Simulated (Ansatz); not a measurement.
# BeBr− (singlet): wave-function methods side by side at distance Br1–Be2 = 1.699 Å, aug-cc-pVDZ

The task here is to estimate one member of a computed series from the others.

The runs use Ansatz 0.2.0, Gaussian basis; aug-cc-pVDZ, core rule «outside noble gas», up to 15 orbitals frozen.

To be run: UHF; CCSD(T) on RHF; CCSD(T) on UHF; BCCD(T) on RHF; CISD; CCSDT(Q) on RHF; CCSDT(Q) on UHF; CASSCF and MRCISD+Q, 2 electrons in 2 orbitals; CASSCF and NEVPT2, 2 electrons in 2 orbitals.

34 further runs of the same task are left out: 10 for a known fault of the program, 17 that didn't finish, 7 set aside as unsound or not needed.

## What is computed

The geometry derives from a PBE0/def2-TZVPD stationary point (not a proven minimum). One bond is set to the value named and the two fragments are kept rigid. No spin-orbit coupling is included. The filled d shell of Br may be among the frozen orbitals whatever the setting's name suggests; the logs give the count.

2 atoms, charge -1, spin multiplicity 1.

Atoms are counted from 1 here; the program's logs count them from 0.

Bond lengths: Br1–Be2 1.699 Å.

Coordinates:

```xyz
2
BeBr
Br    0.00000    0.00000    0.00000
Be    0.00000    0.00000    1.69900
```

The first run:

in.yaml reads:

```yaml
crystal:
  periodic: [false, false, false]
  atoms:
    - {symbol: Br, position_ang: [0.000000, 0.000000, 0.000000]}
    - {symbol: Be, position_ang: [0.000000, 0.000000, 1.699000]}
basis:
  gaussian: {orbitals: aug-cc-pVDZ}
total_charge: -1
magnetization: {spin_polarized: true, initial_magnetization: 0}
hamiltonian: {xc: hf}
output: {orbitals: {seedname: orbitals}}
```

The run is started by

```sh
ansatz run in.yaml --threads 1 --pin off --events-out ev --progress --plain --max-ram 2393MiB
```

Steps of the session up to this table: UHF; CCSD(T) on RHF; CCSD(T) on UHF; BCCD(T) on RHF; CISD; CCSDT(Q) on RHF; CCSDT(Q) on UHF; CASSCF and MRCISD+Q, 2 electrons in 2 orbitals; CASSCF and NEVPT2, 2 electrons in 2 orbitals.

One table of the session follows, with a row left open; its other results are not shown here.

| method | from RCCSDT(Q) (kJ/mol) |
| --- | --- |
| RHF | +516.5 |
| UHF | +515.0 |
| RMP2 | +72.2 |
| CISD | +60.8 |
| RCCSD | +19.6 |
| RCCSD(T) | +2.7 |
| BCCD(T) | +2.6 |
| RCCSDT | +1.2 |
| RCCSDT(Q) | 0 |
| CASSCF pair | +477.2 |
| NEVPT2 pair | +75.2 |
| MRCISD pair | +54.4 |
| MRCISD+Q pair | ? |

**Question.** Estimate the row for MRCISD+Q pair.

As computed: from RCCSDT(Q) (kJ/mol): +13.6. In the column «from RCCSDT(Q) (kJ/mol)» it lies between RCCSD(T) (+2.7) and RCCSD (+19.6).

Not comparable, so not listed: CCSD(T) on UHF; CCSDT(Q) on UHF (they don't share determinant, frozen orbitals or solution with the rows shown, or repeat one).

Caveats from the session: Warnings: restricted reference is unstable; spin contamination.
